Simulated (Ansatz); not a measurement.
**CH₄GeOSe: a ladder of functionals and wavefunction methods**

Aim: compute CH₄GeOSe with functionals from several rungs and with coupled cluster. The yardstick is the atomisation energy at the CCSD(T) limit.

The runs use Ansatz 0.2.0, Gaussian basis; functionals in def2-TZVPP, the program's frozen cores in correlated methods.

Plan: PBE-D4, r2SCAN-D4, PBE0-D4, B3LYP-D4, ωB97X-V, ωB97M-V, B2PLYP; CCSD(T)/def2-TZVPP; MP2/def2-QZVPP; extrapolation to the limit.

## Step 1: The geometry

The geometry comes from an earlier relaxation with PBE0-D4/def2-TZVP; it is a stationary point, not always the lowest conformer.

SMILES `O=[CH][GeH2][SeH]`, 8 atoms, charge 0, spin multiplicity 1.

Atoms are counted from 1 here; the program's logs count them from 0.

Bond lengths: O1–C2 1.198 Å, C2–Ge3 2.008 Å, C2–H5 1.115 Å, Ge3–Se4 2.356 Å, Ge3–H6 1.537 Å, Ge3–H7 1.534 Å, Se4–H8 1.469 Å. Angles: O1–C2–Ge3 122.5°, O1–C2–H5 120.8°, Ge3–C2–H5 116.6°, C2–Ge3–Se4 107.5°, C2–Ge3–H6 110.5°, C2–Ge3–H7 109.5°, Se4–Ge3–H6 104.5°, Se4–Ge3–H7 112.3°, H6–Ge3–H7 112.2°, Ge3–Se4–H8 92.7°.

## Step 2: PBE-D4 (GGA)

Contents of in.yaml:

```yaml
crystal:
  periodic: [false, false, false]
  atoms:
    - {symbol: O, position_ang: [0.332652, 1.085501, -2.047339]}
    - {symbol: C, position_ang: [-0.399334, 0.664209, -1.198027]}
    - {symbol: Ge, position_ang: [0.210568, 0.333893, 0.686898]}
    - {symbol: Se, position_ang: [-0.323252, -1.896972, 1.225651]}
    - {symbol: H, position_ang: [-1.456339, 0.399990, -1.434687]}
    - {symbol: H, position_ang: [-0.611597, 1.176483, 1.674809]}
    - {symbol: H, position_ang: [1.714587, 0.614310, 0.796147]}
    - {symbol: H, position_ang: [0.624915, -2.434614, 0.240747]}
basis:
  gaussian: {orbitals: def2-TZVPP}
hamiltonian: {xc: pbe, dispersion: d4}
output: {forces: true, orbitals: {seedname: orbitals}}
```

The run is started by

```bash
$ ansatz run in.yaml --threads 4 --pin off --events-out ev --progress --plain --max-ram 10444MiB
```

The runs that follow: r2SCAN-D4 (meta-GGA); PBE0-D4 (hybrid); B3LYP-D4 (hybrid); ωB97X-V (range-separated); ωB97M-V (range-separated); B2PLYP (double hybrid); CCSD(T) in def2-TZVPP; MP2 in def2-QZVPP.

Q: Predict the results of all the runs planned. Wanted: atomisation energy, CCSD(T)/CBS; farthest; mean size of error, hybrid; mean size of error, range-separated; gap, smallest and largest; T1 diagnostic; triples share of the correlation energy.

The runs gave:

```
                               quantity                                           value
        atomisation energy, CCSD(T)/CBS                                       26.834 eV
    functionals within 0.268 eV (1.0 %)  r2SCAN-D4, PBE0-D4, B3LYP-D4, ωB97X-V, ωB97M-V
                               farthest                              PBE-D4 (+0.563 eV)
             mean size of error, hybrid                                        0.210 eV
    mean size of error, range-separated                                        0.139 eV
              gap, smallest and largest             2.75 eV (PBE-D4), 9.71 eV (ωB97X-V)
                          T1 diagnostic                                          0.0125
triples share of the correlation energy                                           3.9 %
```

What this shows: PBE-D4 is off by +0.563 eV, about 0.080 eV a bond. Double hybrids carry the basis error of their MP2 part in triple zeta, and no dispersion term here, so their miss is partly the set-up's. Misses under about 0.268 eV are within the doubt on the reference itself, which lacks core-valence correlation, relativity and higher excitations, and its outer-core shells are covered unevenly. All levels share the lack of spin-orbit coupling, which lowers the free heavy atoms and so the true binding. Hartree-Fock recovers 67 % of the binding; the rest is correlation. Orbital gaps span 2.8 to 9.7 eV; exact exchange widens them. Correlated methods include outer-core shells of Ge, Se, which these sets cover unevenly.
